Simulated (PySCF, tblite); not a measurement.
**C₆H₇BF₂: geometry, infrared bands and NMR shifts**

Aim: predict the infrared bands and NMR shifts of C₆H₇BF₂ (`C#CC/C(C)=C\B(F)F`).

The runs use tblite 0.8.0 and PySCF 2.14.0, with density-fitted response routines of our own; the level of theory stands in each step. All values are computed, except where a source is named. Atoms count from 0, in the outputs and in this text.

## 1. The starting structure

16 atoms, charge 0, multiplicity 1; geometry from: force field or distance geometry start.

Bonds of the start (Å): C0–C1 1.19, C1–C2 1.48, C2–C3 1.53, C3–C4 1.50, C3–C5 1.35, C5–B6 1.58, B6–F7 1.44, B6–F8 1.45, C0–H9 1.06, C2–H10 1.11, C2–H11 1.10, C4–H12 1.11, C4–H13 1.10, C4–H14 1.11, C5–H15 1.08.

## 2. Optimising the geometry with GFN2-xTB

Job settings and geometry (Å):

```
{"job": {"kind": "relax", "xc": "GFN2-xTB", "basis": "xTB"}, "charge": 0, "multiplicity": 1}
C     -2.284600    -1.724500    -0.429800
C     -1.447200    -1.183500     0.228200
C     -0.397100    -0.542300     1.052800
C      0.245100     0.596100     0.266900
C     -0.083000     2.010800     0.657100
C      1.120700     0.384100    -0.736000
B      1.625600    -1.006000    -1.287000
F      2.581200    -1.025000    -2.366700
F      1.164200    -2.269400    -0.744000
H     -3.043800    -2.191200    -1.010400
H     -0.890600    -0.157400     1.971600
H      0.347500    -1.284800     1.375200
H     -0.507000     2.546100    -0.220100
H     -0.824600     2.061700     1.466500
H      0.836300     2.543400     0.986200
H      1.549800     1.250800    -1.221800
```

The run is started by

```console
$ OMP_NUM_THREADS=1 python probes_run.py task.json out
```

One launch serves the whole session: the jobs run in the order shown.

**Question.** This job is followed by: GFN2-xTB harmonic vibrations, gas phase; GIAO PBE0/pcSseg-1 NMR shielding, non-relativistic, gas phase. Predict these results of the whole session: strongest single infrared mode (GFN2-xTB); zero-point energy (GFN2-xTB); 13C shifts against TMS (PBE0/pcSseg-1); 1H shifts against TMS (PBE0/pcSseg-1, means over atoms taken as alike); 11B shifts against BF3·OEt2 (PBE0/pcSseg-1); 19F shifts against CFCl3 (PBE0/pcSseg-1, means over atoms taken as alike).

**Answer**, as computed:

| quantity | value |
| --- | --- |
| strongest single infrared mode (GFN2-xTB) | 1277 cm⁻¹, 356 km/mol |
| zero-point energy (GFN2-xTB) | 72.1 kcal/mol |
| 13C shifts against TMS (PBE0/pcSseg-1) | 180.9, 119.0, 86.4, 76.1, 30.0, 27.6 ppm |
| 1H shifts against TMS (PBE0/pcSseg-1, means over atoms taken as alike) | 5.62, 3.51, 2.29, 1.44 ppm |
| 11B shifts against BF3·OEt2 (PBE0/pcSseg-1) | 22.7 ppm |
| 19F shifts against CFCl3 (PBE0/pcSseg-1, means over atoms taken as alike) | -83.9 ppm |

In words: The optimisation took 110 steps and gained 0.715 eV; among the close pairs (by a distance rule), B6–F8 changed most, from 1.450 to 1.326 Å. All 42 modes are real, so the xTB geometry is a minimum. The strongest single mode, at 1277 cm⁻¹, moves mainly B6. Unscaled tight-binding wavenumbers are off by several per cent, some by more. Its intensities can rank the bands wrongly. H15 (hydrogen on an alkene CH) lies farthest downfield among hydrogen, at 5.62 ppm; attached to an sp2 carbon and in the plane of the double bond.
